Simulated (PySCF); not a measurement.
# C₅H₁₀GeO: magnetic properties

Wanted: magnetic properties for C₅H₁₀GeO (`CCOC1=[CH][GeH2][CH2]1`).

Programs: PySCF 2.14.0, with routines of our own; each step states its level. All values are computed. Atoms count from 0.

## Step 1: The system as given

17 atoms, charge 0, multiplicity 1; geometry from: GFN2-xTB.

## Step 2: Magnetic properties: GIAO BHandHLYP/pcSseg-1

Job settings and geometry (Å):

```
{"job": {"kind": "mag", "xc": "BHandHLYP", "basis": "pcSseg-1", "isotopologues": 2}, "charge": 0, "multiplicity": 1}
C     -2.970465    -0.310183     0.025533
C     -1.570219     0.186714    -0.296764
O     -0.654062    -0.584354     0.458770
C      0.659336    -0.318860     0.335992
C      1.646046    -0.964579     0.986104
Ge     3.032225     0.101920     0.162489
C      1.272741     0.743781    -0.545428
H     -3.058782    -1.361968    -0.233549
H     -3.166549    -0.199930     1.088820
H     -3.704133     0.261146    -0.536306
H     -1.474408     1.249822    -0.036111
H     -1.364115     0.073686    -1.370127
H      1.520623    -1.771640     1.684806
H      3.828971     1.082449     0.987515
H      3.975929    -0.521196    -0.836283
H      0.955632     1.752668    -0.280651
H      1.064231     0.592556    -1.604720
```

Method: GIAO BHandHLYP/pcSseg-1 magnetisability, rotational g tensor and spin-rotation constants, non-relativistic, gas phase.

Launch:

```sh
> OMP_NUM_THREADS=1 python excited_run.py task.json out
```

One launch serves the whole session: the jobs run in the order shown.

What it wrote:

```text
coarse grid: 63216 points
cycle   1  E = -2348.1788319149  dE =  4.313e-01  |g| = 8.698e-01  |ddm| = 3.726e+00
cycle   2  E = -2348.1894695265  dE = -1.064e-02  |g| = 7.922e-01  |ddm| = 9.463e-01
cycle   3  E = -2348.2708850061  dE = -8.142e-02  |g| = 8.825e-02  |ddm| = 5.502e-01
cycle   4  E = -2348.2719842037  dE = -1.099e-03  |g| = 4.230e-02  |ddm| = 7.373e-02
cycle   5  E = -2348.2722882975  dE = -3.041e-04  |g| = 7.241e-03  |ddm| = 3.186e-02
cycle   6  E = -2348.2722971530  dE = -8.856e-06  |g| = 2.766e-03  |ddm| = 7.982e-03
final grid: 134008 points
cycle   7  E = -2348.2722833453  dE =  8.377e-07  |g| = 3.464e-03  |ddm| = 5.150e-03
cycle   8  E = -2348.2722813325  dE =  2.013e-06  |g| = 4.491e-03  |ddm| = 6.574e-03
cycle   9  E = -2348.2722862676  dE = -4.935e-06  |g| = 2.850e-04  |ddm| = 3.746e-03
cycle  10  E = -2348.2722862849  dE = -1.724e-08  |g| = 3.963e-05  |ddm| = 2.177e-04
cycle  11  E = -2348.2722862854  dE = -5.489e-10  |g| = 2.422e-05  |ddm| = 6.648e-05
converged SCF energy = -2348.2722862854

Magnetisability tensor (1e-30 J/T^2)
    -1341.71       12.08       -9.17
       12.08    -1386.03       21.39
       -9.17       21.39    -1382.65
isotropic -1370.13   principal values   -1409.18  -1362.97  -1338.25
isotropic susceptibility -82.511 1e-6 cm^3/mol

Inertial axes            a          b          c
rot. const./GHz      7.7956     0.7111     0.6649
chi total           -80.753    -84.701    -82.080
chi diamagnetic    -284.787  -1745.077  -1863.982
chi paramagnetic    204.034   1660.377   1781.903
quadrupole/D A        5.021     -1.393     -3.629
g nuclear            0.6783     0.5509     0.5527
g electronic        -0.7472    -0.5546    -0.5566
g total             -0.0690    -0.0037    -0.0039

Spin-rotation constants (kHz, H = +C I.J)
atom  isotope        aa         bb         cc
  7     1H       -0.784     -0.049     -0.017
  8     1H       -0.785     -0.049     -0.017
  9     1H       -0.376     -0.028     -0.079
 10     1H       -0.738     -0.042      0.000
 11     1H       -0.739     -0.042      0.000
 12     1H       -0.768      0.055     -0.078
 13     1H       -0.321     -0.062     -0.010
 14     1H       -0.325     -0.062     -0.009
 15     1H       -0.763     -0.046     -0.015
 16     1H       -0.762     -0.046     -0.015
  0    13C*       1.026      0.096      0.103
  1    13C*       1.607      0.132      0.159
  2    17O*      -1.128     -0.172     -0.085
  3    13C*       3.649      0.319      0.157
  4    13C*       2.698      0.212      0.109
  5   73Ge*      -2.170     -0.183     -0.153
  6    13C*       1.122      0.097      0.105
* in the singly substituted isotopologue

Isotopologues: g along a, b, c
2H    at 7,8,9,10,11,12    -0.0513    -0.0033    -0.0035
13C   at 0                 -0.0690    -0.0036    -0.0038
```

Wall time 59 s (1 thread of Intel Xeon Platinum 8259CL at 2.50GHz, shared host); peak memory 0.84 GiB.

Key values:

```tsv
quantity	value
magnetisability	-1370·10⁻³⁰ J/T²
molar susceptibility	-82.5·10⁻⁶ cm³/mol
rotational g (a, b, c)	-0.0690, -0.0037, -0.0039
```

## Step 3: Magnetic properties: GIAO KT3/cc-pVDZ in benzene

The job, as its differences from that of step 2:

```diff
@@ -1,2 +1,2 @@
-{"job": {"kind": "mag", "xc": "BHandHLYP", "basis": "pcSseg-1", "isotopologues": 2}, "charge": 0, "multiplicity": 1}
+{"job": {"kind": "mag", "xc": "KT3", "basis": "cc-pVDZ", "scf": {"conv": 1e-08}, "solvent": "benzene"}, "charge": 0, "multiplicity": 1}
 C     -2.970465    -0.310183     0.025533
```

Method: GIAO KT3/cc-pVDZ magnetisability, non-relativistic, IEF-PCM benzene.

What it wrote:

```text
final grid: 134008 points
cycle   1  E = -2360.7646741212  dE =  2.326e-01  |g| = 7.577e-01  |ddm| = 8.052e+00
cycle   2  E = -2360.4917885979  dE =  2.729e-01  |g| = 1.286e+00  |ddm| = 3.566e+00
cycle   3  E = -2360.8992220552  dE = -4.074e-01  |g| = 1.742e-01  |ddm| = 2.267e+00
cycle   4  E = -2360.9044669610  dE = -5.245e-03  |g| = 8.897e-02  |ddm| = 3.505e-01
cycle   5  E = -2360.9061960416  dE = -1.729e-03  |g| = 3.168e-02  |ddm| = 1.660e-01
cycle   6  E = -2360.9064646640  dE = -2.686e-04  |g| = 9.612e-03  |ddm| = 6.251e-02
cycle   7  E = -2360.9064905345  dE = -2.587e-05  |g| = 2.914e-03  |ddm| = 1.969e-02
cycle   8  E = -2360.9064927673  dE = -2.233e-06  |g| = 4.493e-04  |ddm| = 5.403e-03
cycle   9  E = -2360.9064928151  dE = -4.774e-08  |g| = 1.723e-04  |ddm| = 1.004e-03
cycle  10  E = -2360.9064928223  dE = -7.247e-09  |g| = 4.180e-05  |ddm| = 3.684e-04
converged SCF energy = -2360.9064928223

Magnetisability tensor (1e-30 J/T^2)
    -1284.87        7.69       -4.68
        7.69    -1339.54       23.36
       -4.68       23.36    -1334.86
isotropic -1319.76   principal values   -1361.70  -1313.81  -1283.76
isotropic susceptibility -79.478 1e-6 cm^3/mol

Inertial axes            a          b          c
rot. const./GHz      7.7956     0.7111     0.6649
chi total           -77.348    -81.966    -79.120
chi diamagnetic    -281.854  -1741.755  -1860.825
chi paramagnetic    204.506   1659.789   1781.705
quadrupole/D A        5.369     -1.707     -3.662
```

It took 45 s on 1 thread of Intel Xeon Platinum 8259CL at 2.50GHz, shared host; peak memory 0.74 GiB.

Key values:

```tsv
quantity	value
magnetisability	-1320·10⁻³⁰ J/T²
molar susceptibility	-79.5·10⁻⁶ cm³/mol
```

## Step 4: What came out

| quantity | value |
| --- | --- |
| magnetisability (step 2, GIAO BHandHLYP/pcSseg-1) | -1370·10⁻³⁰ J/T² |
| molar susceptibility (step 2, GIAO BHandHLYP/pcSseg-1) | -82.5·10⁻⁶ cm³/mol |
| rotational g (a, b, c) (step 2, GIAO BHandHLYP/pcSseg-1) | -0.0690, -0.0037, -0.0039 |

Steps that list no spin-orbit terms leave them out, which matters at and beside the heavy atoms. Vibrational averaging and real surroundings are missing from these values.
